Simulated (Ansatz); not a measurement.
# AlCl2HS: two geometries relaxed

Are the two ends of the shift of H5 from S1 to Al2 separate minima, and which lies lower? Each is relaxed from a guess. SMILES of the start: [SH][Al]([Cl])[Cl].

All numbers below are computed with Ansatz 0.2.0 (RKS PBE0/def2-SVP).

## (1) The system as given

Bond lengths: S1–Al2 2.218 Å, Al2–Cl3 2.183 Å, Al2–Cl4 2.166 Å, S1–H5 1.429 Å. Angles: S1–Al2–Cl3 119.3°, S1–Al2–Cl4 121.3°, Cl3–Al2–Cl4 119.4°, Al2–S1–H5 93.0°.

Structure file:

```xyz
5

S     0.0554    1.6863   -0.5173
Al    0.2661   -0.4805   -0.0922
Cl    1.5387   -1.1253    1.5596
Cl   -0.7199   -1.9700   -1.3181
H    -1.0905    1.8158    0.3267
```

## (2) Relaxing end A

Input file input.yaml:

```yaml
crystal:
  periodic: [false, false, false]
  atoms:
    - { symbol: S, position_ang: [0.0554, 1.6863, -0.5173] }
    - { symbol: Al, position_ang: [0.2661, -0.4805, -0.0922] }
    - { symbol: Cl, position_ang: [1.5387, -1.1253, 1.5596] }
    - { symbol: Cl, position_ang: [-0.7199, -1.97, -1.3181] }
    - { symbol: H, position_ang: [-1.0905, 1.8158, 0.3267] }
basis:
  gaussian: { orbitals: def2-SVP }
hamiltonian:
  xc: pbe0
relax:
  f_tol: 0.02
  max_steps: 50
```

Command:

```
ansatz run input.yaml --threads 1 --pin off --max-ram 2048MiB --backend cpu --events-out ev --progress --plain --runs-dir out
```

What it wrote, cut to the lines that bear on the results:

```text
Warning: RAYON_NUM_THREADS=1 ignored (pool sized by the plan → 1); use --threads N
[...]
Functional definition: PBE0
[...]
743 factors; integrals over basis functions are off by at most 1.5e-4 eV
[...]
mean field -42470.24617639 eV, -1560.7527596155 hartree, gradient 2.7e-5 eV, S^2 0.000000; 0 other end points of the search recorded, 0 dependent functions left out
[...]
reference -42470.24620087 eV, -1560.7527605151 hartree; 32, 32 occupied and 45, 45 virtual orbitals, 743 factors
relax step   1: F+E_penalty+E_count = -42470.24617639 eV  Δ(F+E_penalty+E_count) = +0.000e0 eV  max|allowed force component| = 1.316e0 eV/Å  Δτ_max = 0.0000 Å  (23 SCF iters, accepted)
[...]
relax step   4: F+E_penalty+E_count = -42470.44934743 eV  Δ(F+E_penalty+E_count) = -8.684e-4 eV  max|allowed force component| = 1.526e-2 eV/Å  Δτ_max = 0.0182 Å  (25 SCF iters, accepted)
[...]
relax step   7: F+E_penalty+E_count = -42470.45347250 eV  Δ(F+E_penalty+E_count) = -3.274e-3 eV  max|allowed force component| = 2.328e-1 eV/Å  Δτ_max = 0.0753 Å  (25 SCF iters, accepted)
[...]
relax step  10: F+E_penalty+E_count = -42470.57996382 eV  Δ(F+E_penalty+E_count) = -1.067e-1 eV  max|allowed force component| = 3.141e-1 eV/Å  Δτ_max = 0.2000 Å  (26 SCF iters, accepted)
[...]
relax step  13: F+E_penalty+E_count = -42470.65752919 eV  Δ(F+E_penalty+E_count) = -1.760e-3 eV  max|allowed force component| = 4.861e-2 eV/Å  Δτ_max = 0.0268 Å  (22 SCF iters, accepted)
[...]
relax step  14: F+E_penalty+E_count = -42470.65809520 eV  Δ(F+E_penalty+E_count) = -5.660e-4 eV  max|allowed force component| = 1.797e-3 eV/Å  Δτ_max = 0.0136 Å  (22 SCF iters, accepted)
743 factors; integrals over basis functions are off by at most 6.0e-4 eV
mean field -42470.65809520 eV, -1560.7678973525 hartree, gradient 8.2e-5 eV, S^2 0.000000; 1 other end points of the search recorded, 0 dependent functions left out
[...]
reference -42470.65811933 eV, -1560.7678982392 hartree; 32, 32 occupied and 45, 45 virtual orbitals, 743 factors
Total energy: -42470.65811933 eV, -1560.7678982392 hartree
Atom 0 at    -0.045176     1.693165     0.212186 Å, force    -0.000782     0.001268    -0.000128 eV/Å
Atom 1 at     0.283498    -0.444131     0.143059 Å, force    -0.000161    -0.000759    -0.001797 eV/Å
Atom 2 at     1.844929    -1.267853     1.254685 Å, force     0.000301    -0.000481     0.000762 eV/Å
Atom 3 at    -0.935001    -1.685871    -1.016845 Å, force     0.000110     0.001074     0.000708 eV/Å
Atom 4 at    -1.098449     1.630990    -0.634385 Å, force     0.000531    -0.001102     0.000455 eV/Å
Dipole moment:    -0.179537     0.130688    -0.121995 e Å
```

It took 30 s on 1 thread of Intel Xeon Platinum 8375C at 2.90GHz (Ice Lake), shared host; peak memory 0.17 GiB.

Step by step:

| step | energy from step 1 (eV) | largest force component (eV/Å) |
| --- | --- | --- |
| 1 | 0.0000 | 1.3157 |
| 2 | -0.1900 | 0.4936 |
| 3 | -0.2023 | 0.0712 |
| 4 | -0.2032 | 0.0153 |
| 5 | -0.2032 | 0.0064 |
| 6 | -0.2040 | 0.0847 |
| 7 | -0.2073 | 0.2328 |
| 8 | -0.2167 | 0.6124 |
| 9 | -0.2271 | 1.3297 |
| 10 | -0.3338 | 0.3141 |
| 11 | -0.3907 | 0.2334 |
| 12 | -0.4096 | 0.1333 |
| 13 | -0.4114 | 0.0486 |
| 14 | -0.4119 | 0.0018 |

Step 1 is the start.

After: Bond lengths: S1–Al2 2.164 Å, Al2–Cl3 2.086 Å, Al2–Cl4 2.091 Å, S1–H5 1.353 Å. Angles: S1–Al2–Cl3 119.1°, S1–Al2–Cl4 121.1°, Cl3–Al2–Cl4 119.8°, Al2–S1–H5 93.0°.

## (3) End point B

The second end starts from a geometry with the move made by hand.

Edit input.yaml of step 2 so:

```diff
@@ -7,3 +7,3 @@
     - { symbol: Cl, position_ang: [-0.7199, -1.97, -1.3181] }
-    - { symbol: H, position_ang: [-1.0905, 1.8158, 0.3267] }
+    - { symbol: H, position_ang: [-1.11235, 0.19734, 0.01744] }
 basis:
@@ -15 +15,3 @@
   max_steps: 50
+output:
+  orbitals: {}
```

Command:

```
ansatz run input.yaml --threads 1 --pin off --max-ram 2048MiB --backend cpu --events-out ev --progress --plain --runs-dir out
```

What it wrote, cut to the lines that bear on the results:

```text
Warning: RAYON_NUM_THREADS=1 ignored (pool sized by the plan → 1); use --threads N
[...]
Functional definition: PBE0
[...]
742 factors; integrals over basis functions are off by at most 5.3e-4 eV
[...]
mean field -42467.67281695 eV, -1560.6581904002 hartree, gradient 4.5e-5 eV, S^2 0.000000; 0 other end points of the search recorded, 0 dependent functions left out
[...]
reference -42467.67284136 eV, -1560.6581912974 hartree; 32, 32 occupied and 45, 45 virtual orbitals, 742 factors
relax step   1: F+E_penalty+E_count = -42467.67281695 eV  Δ(F+E_penalty+E_count) = +0.000e0 eV  max|allowed force component| = 3.659e0 eV/Å  Δτ_max = 0.0000 Å  (25 SCF iters, accepted)
[...]
relax step   4: F+E_penalty+E_count = -42470.22539173 eV  Δ(F+E_penalty+E_count) = -3.837e-1 eV  max|allowed force component| = 9.913e-1 eV/Å  Δτ_max = 0.1947 Å  (27 SCF iters, accepted)
[...]
742 factors; integrals over basis functions are off by at most 9.4e-4 eV
[...]
mean field -42470.65811037 eV, -1560.7678979100 hartree, gradient 3.9e-5 eV, S^2 0.000000; 1 other end points of the search recorded, 0 dependent functions left out
[...]
reference -42470.65813448 eV, -1560.7678987961 hartree; 32, 32 occupied and 45, 45 virtual orbitals, 742 factors
Total energy: -42470.65813448 eV, -1560.7678987961 hartree
Atom 0 at    -0.305469     1.346007     0.118762 Å, force     0.001384     0.000117     0.001246 eV/Å
Atom 1 at     0.328447    -0.722531     0.103527 Å, force    -0.000905    -0.000761    -0.000998 eV/Å
Atom 2 at     1.922229    -1.306167     1.316530 Å, force     0.001061    -0.000072     0.000891 eV/Å
Atom 3 at    -0.630173    -2.134979    -1.103990 Å, force     0.000048     0.000890     0.000294 eV/Å
Atom 4 at    -1.287084     1.125510    -0.785389 Å, force    -0.001588    -0.000174    -0.001432 eV/Å
Dipole moment:    -0.188367     0.102793    -0.134186 e Å
```

Run time: 27 s. Hardware: 1 thread of Intel Xeon Platinum 8375C at 2.90GHz (Ice Lake), shared host; peak memory 0.17 GiB.

The steps of the relaxation:

```
step  energy from step 1 (eV)  largest force component (eV/Å)
   1                   0.0000                          3.6592
   2                  -1.5241                          3.3398
   3                  -2.1689                          3.1070
   4                  -2.5526                          0.9913
   5                  -2.7178                          0.4588
   6                  -2.8252                          0.3480
   7                  -2.9043                          0.2778
   8                  -2.9622                          0.2767
   9                  -2.9831                          0.1327
  10                  -2.9852                          0.0506
  11                  -2.9853                          0.0225
  12                  -2.9853                          0.0016
```

Step 1 is the start.

After: Bond lengths: S1–Al2 2.164 Å, Al2–Cl3 2.086 Å, Al2–Cl4 2.091 Å, S1–H5 1.353 Å. Angles: S1–Al2–Cl3 119.2°, S1–Al2–Cl4 121.0°, Cl3–Al2–Cl4 119.8°, Al2–S1–H5 93.0°.

Pairs that crossed the distance rule for bonds on the way: came closer S1–H5; moved apart Al2–H5.

## (4) Outcome

```
                           quantity                     value
                              end A  13 moves, 0.412 eV lower
                              end B  11 moves, 2.985 eV lower
largest difference between the ends                    0.00 Å
            end B relative to end A                 -0.000 eV
```

What this shows: The two relaxations end at one structure, within 0.00 Å: no second minimum was found from this start, which doesn't rule one out.
